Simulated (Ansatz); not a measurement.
# CH₆AlNSi: basis-set convergence

Aim: see how fast density functionals converge with the basis set for CH₆AlNSi.

The runs use Ansatz 0.2.0, Gaussian basis; one geometry, several basis sets.

Plan: PBE0-D4/def2-SVP; ωB97M-V/def2-SVP; PBE0-D4/def2-QZVPP; ωB97M-V/def2-QZVPP; the functionals' def2-TZVPP values are taken from earlier runs.

## (1) Structure used throughout

All runs share one geometry, relaxed beforehand with PBE0-D4 in a triple-zeta def2 set.

SMILES `[AlH2]/[N]=C\[SiH3]`, 10 atoms, charge 0, spin multiplicity 1.

Atoms are counted from 1 here; the program's logs count them from 0.

Bond lengths: Al1–N2 1.750 Å, Al1–H5 1.579 Å, Al1–H6 1.579 Å, N2–C3 1.249 Å, C3–Si4 1.903 Å, C3–H7 1.107 Å, Si4–H8 1.488 Å, Si4–H9 1.488 Å, Si4–H10 1.483 Å. Angles: N2–Al1–H5 116.9°, N2–Al1–H6 116.9°, H5–Al1–H6 126.1°, Al1–N2–C3 177.0°, N2–C3–Si4 123.0°, N2–C3–H7 119.8°, Si4–C3–H7 117.2°, C3–Si4–H8 109.4°, C3–Si4–H9 109.4°, C3–Si4–H10 108.7°, H8–Si4–H9 108.0°, H8–Si4–H10 110.6°, H9–Si4–H10 110.6°.

## (2) PBE0-D4 in def2-SVP

in.yaml

```yaml
crystal:
  periodic: [false, false, false]
  atoms:
    - {symbol: Al, position_ang: [-0.801121, 2.183465, -0.771802]}
    - {symbol: N, position_ang: [-0.589944, 0.458631, -0.561592]}
    - {symbol: C, position_ang: [-0.390935, -0.758916, -0.367941]}
    - {symbol: Si, position_ang: [0.911583, -1.414691, 0.854879]}
    - {symbol: H, position_ang: [0.069193, 2.879539, -1.890826]}
    - {symbol: H, position_ang: [-1.855451, 2.894711, 0.164531]}
    - {symbol: H, position_ang: [-0.988007, -1.509202, -0.921944]}
    - {symbol: H, position_ang: [0.242906, -2.252899, 1.887020]}
    - {symbol: H, position_ang: [1.886527, -2.271511, 0.126633]}
    - {symbol: H, position_ang: [1.598249, -0.260426, 1.483942]}
basis:
  gaussian: {orbitals: def2-SVP}
hamiltonian: {xc: pbe0, dispersion: d4}
output: {orbitals: {seedname: orbitals}}
```

On the command line:

```
$ ansatz run in.yaml --threads 2 --pin off --events-out ev --progress --plain --max-ram 4352MiB
```

After this run come: ωB97M-V in def2-SVP; PBE0-D4 in def2-QZVPP; ωB97M-V in def2-QZVPP.

**Question.** What will the summary of the whole plan be? Wanted: PBE0-D4: double and triple zeta above quadruple; ωB97M-V: double and triple zeta above quadruple.

As calculated:

| quantity | value |
| --- | --- |
| PBE0-D4: double and triple zeta above quadruple | 8.61, 0.62 eV |
| ωB97M-V: double and triple zeta above quadruple | 8.73, 0.58 eV |

PBE0-D4 gains 7.99 eV from double to triple zeta, then 0.62 eV more. Total energies overstate the basis error of differences, where much of it tends to cancel. The LUMO of ωB97M-V is positive and keeps falling with the basis (1.01 to 0.50 eV): an unbound level that the basis holds in place.
